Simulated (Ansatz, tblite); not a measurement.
# The cluster Si18H28: removing and adding an electron

An exercise on one series of results from a longer session: the logs are not shown, and one member is left open.

Method: as each input shows; program: Ansatz 0.2.0, Gaussian basis.

The runs, in order: charge +1 doublet, at the geometry of the singlet (PBE0-D4/def2-TZVP, PBE-D4/def2-TZVP, r2SCAN-D4/def2-TZVP, r2SCANh-D4/def2-TZVP, HF/def2-TZVP, BHLYP-D4/def2-TZVP, LC-ωPBE(0.10)/def2-SVP, LC-ωPBE(0.15)/def2-SVP, LC-ωPBE(0.20)/def2-SVP, LC-ωPBE(0.30)/def2-SVP); charge -1 doublet, at the geometry of the singlet (PBE0-D4/def2-TZVP, PBE-D4/def2-TZVP, r2SCAN-D4/def2-TZVP, r2SCANh-D4/def2-TZVP, HF/def2-TZVP, BHLYP-D4/def2-TZVP, LC-ωPBE(0.10)/def2-SVP, LC-ωPBE(0.15)/def2-SVP, LC-ωPBE(0.20)/def2-SVP, LC-ωPBE(0.30)/def2-SVP); the starting singlet's energies come from earlier runs.

**The geometry**

The singlet was relaxed beforehand with PBE-D4/def2-SVP.

46 atoms, charge 0, spin multiplicity 1.

Atoms are counted from 1 here; the program's logs count them from 0.

Bond lengths: Si1–Si11 2.352 Å, Si1–Si13 2.355 Å, Si1–H19 1.507 Å, Si1–H20 1.509 Å, Si2–Si12 2.355 Å, Si2–Si14 2.353 Å, Si2–H21 1.509 Å, Si2–H22 1.507 Å, Si3–Si11 2.357 Å, Si3–Si15 2.376 Å, Si3–H23 1.505 Å, Si3–H24 1.515 Å, Si4–Si12 2.376 Å, Si4–Si16 2.358 Å, Si4–H25 1.515 Å, Si4–H26 1.505 Å, Si5–Si11 2.351 Å, Si5–Si17 2.351 Å and more. Angles: Si11–Si1–Si13 101.4°, Si11–Si1–H19 111.6°, Si11–Si1–H20 110.5°, Si13–Si1–H19 112.1°, Si13–Si1–H20 112.1°, H19–Si1–H20 109.1°, Si12–Si2–Si14 101.5°, Si12–Si2–H21 112.0°, Si12–Si2–H22 112.0°, Si14–Si2–H21 110.5°, Si14–Si2–H22 111.6°, H21–Si2–H22 109.0°, Si11–Si3–Si15 122.1°, Si11–Si3–H23 110.0°, Si11–Si3–H24 105.6°, Si15–Si3–H23 112.6°, Si15–Si3–H24 97.9°, H23–Si3–H24 106.6° and more.

Set-up of the first run:

Contents of in.yaml:

```yaml
crystal:
  periodic: [false, false, false]
  atoms:
    - {symbol: Si, position_ang: [-2.941065, -0.098980, -2.569930]}
    - {symbol: Si, position_ang: [-2.941947, 0.096025, 2.562656]}
    - {symbol: Si, position_ang: [0.208739, -2.265479, -1.963543]}
    - {symbol: Si, position_ang: [-0.207547, -2.260537, 1.959128]}
    - {symbol: Si, position_ang: [0.001346, -0.001801, -5.011340]}
    - {symbol: Si, position_ang: [-0.206814, 2.262817, -1.965630]}
    - {symbol: Si, position_ang: [2.943040, 0.095450, -2.569417]}
    - {symbol: Si, position_ang: [0.208800, 2.261618, 1.956692]}
    - {symbol: Si, position_ang: [2.943457, -0.093592, 2.562049]}
    - {symbol: Si, position_ang: [-0.001441, 0.000346, 5.001295]}
    - {symbol: Si, position_ang: [-1.256854, -1.387683, -3.588090]}
    - {symbol: Si, position_ang: [-1.759355, -0.897684, 0.784982]}
    - {symbol: Si, position_ang: [-1.757389, 0.896865, -0.794086]}
    - {symbol: Si, position_ang: [-1.260778, 1.388940, 3.580877]}
    - {symbol: Si, position_ang: [1.759212, -0.898465, -0.792574]}
    - {symbol: Si, position_ang: [1.262010, -1.384747, 3.581573]}
    - {symbol: Si, position_ang: [1.259821, 1.384213, -3.588618]}
    - {symbol: Si, position_ang: [1.760143, 0.897465, 0.784075]}
    - {symbol: H, position_ang: [-4.078206, -0.959409, -2.081605]}
    - {symbol: H, position_ang: [-3.478945, 0.926258, -3.537955]}
    - {symbol: H, position_ang: [-3.477356, -0.931113, 3.529966]}
    - {symbol: H, position_ang: [-4.082176, 0.951772, 2.074521]}
    - {symbol: H, position_ang: [-0.536225, -3.204761, -1.053237]}
    - {symbol: H, position_ang: [1.208838, -3.106927, -2.729316]}
    - {symbol: H, position_ang: [-1.206992, -3.102562, 2.725499]}
    - {symbol: H, position_ang: [0.535326, -3.199478, 1.047163]}
    - {symbol: H, position_ang: [-0.902919, 0.826803, -5.888957]}
    - {symbol: H, position_ang: [0.905193, -0.829991, -5.889724]}
    - {symbol: H, position_ang: [-1.206660, 3.103543, -2.732598]}
    - {symbol: H, position_ang: [0.537833, 3.203150, -1.056307]}
    - {symbol: H, position_ang: [3.480352, -0.931062, -3.536341]}
    - {symbol: H, position_ang: [4.080675, 0.955582, -2.081929]}
    - {symbol: H, position_ang: [-0.532864, 3.202812, 1.045899]}
    - {symbol: H, position_ang: [1.210437, 3.102165, 2.722149]}
    - {symbol: H, position_ang: [4.082605, -0.951503, 2.074639]}
    - {symbol: H, position_ang: [3.479886, 0.934454, 3.527862]}
    - {symbol: H, position_ang: [-0.905259, -0.829986, 5.877663]}
    - {symbol: H, position_ang: [0.899469, 0.828612, 5.882441]}
    - {symbol: H, position_ang: [-1.812837, -2.577558, -4.334596]}
    - {symbol: H, position_ang: [-2.645398, -1.933831, 0.124825]}
    - {symbol: H, position_ang: [-2.644192, 1.930710, -0.130663]}
    - {symbol: H, position_ang: [-1.813084, 2.580272, 4.328271]}
    - {symbol: H, position_ang: [2.645373, -1.932391, -0.128505]}
    - {symbol: H, position_ang: [1.814883, -2.574642, 4.330779]}
    - {symbol: H, position_ang: [1.815307, 2.574374, -4.335198]}
    - {symbol: H, position_ang: [2.643359, 1.933934, 0.120455]}
basis:
  gaussian: {orbitals: def2-TZVP, fitting: {mean_field: def2-universal-jkfit}}
total_charge: 1
magnetization: {spin_polarized: true, initial_magnetization: 1}
hamiltonian: {xc: pbe0, dispersion: d4}
scf: {omitted_lower_state_checks: [starts]}
output: {orbitals: {seedname: orbitals}}
```

Run with:

```bash
> ansatz run in.yaml --threads 2 --pin off --events-out ev --progress --plain --max-ram 32768MiB --backend cuda --devices 0, --max-vram 18GiB
```

Among the steps run: Charge +1 doublet at the fixed geometry, PBE0-D4/def2-TZVP; Charge +1 doublet at the fixed geometry, PBE-D4/def2-TZVP; Charge +1 doublet at the fixed geometry, r2SCAN-D4/def2-TZVP; Charge +1 doublet at the fixed geometry, r2SCANh-D4/def2-TZVP; Charge +1 doublet at the fixed geometry, HF/def2-TZVP; Charge +1 doublet at the fixed geometry, BHLYP-D4/def2-TZVP; Charge +1 doublet at the fixed geometry, LC-ωPBE(0.10)/def2-SVP; Charge +1 doublet at the fixed geometry, LC-ωPBE(0.15)/def2-SVP; Charge +1 doublet at the fixed geometry, LC-ωPBE(0.20)/def2-SVP; Charge +1 doublet at the fixed geometry, LC-ωPBE(0.30)/def2-SVP; Charge -1 doublet at the fixed geometry, PBE0-D4/def2-TZVP; Charge -1 doublet at the fixed geometry, PBE-D4/def2-TZVP; Charge -1 doublet at the fixed geometry, r2SCAN-D4/def2-TZVP; Charge -1 doublet at the fixed geometry, r2SCANh-D4/def2-TZVP; Charge -1 doublet at the fixed geometry, HF/def2-TZVP; Charge -1 doublet at the fixed geometry, BHLYP-D4/def2-TZVP; Charge -1 doublet at the fixed geometry, LC-ωPBE(0.10)/def2-SVP; Charge -1 doublet at the fixed geometry, LC-ωPBE(0.15)/def2-SVP; Charge -1 doublet at the fixed geometry, LC-ωPBE(0.20)/def2-SVP; Charge -1 doublet at the fixed geometry, LC-ωPBE(0.30)/def2-SVP.

One table of the session follows, with a row left open; its other results are not shown here.

Beside −ε(LUMO) of the starting state:

```
               level  −ε(LUMO) (eV)  by difference (eV)  mismatch (eV)
    PBE-D4/def2-TZVP           2.25                0.88          +1.37
 r2SCAN-D4/def2-TZVP           2.12                0.73          +1.39
r2SCANh-D4/def2-TZVP              ?                   ?              ?
   PBE0-D4/def2-TZVP           1.52                0.63          +0.89
  BHLYP-D4/def2-TZVP           0.55                0.19          +0.35
```

Q: Estimate the row for r2SCANh-D4/def2-TZVP from the others.

The run gave: −ε(LUMO) (eV): 1.86; by difference (eV): 0.67; mismatch (eV): +1.19. In the column «−ε(LUMO) (eV)» it lies between PBE0-D4/def2-TZVP (1.52) and r2SCAN-D4/def2-TZVP (2.12).
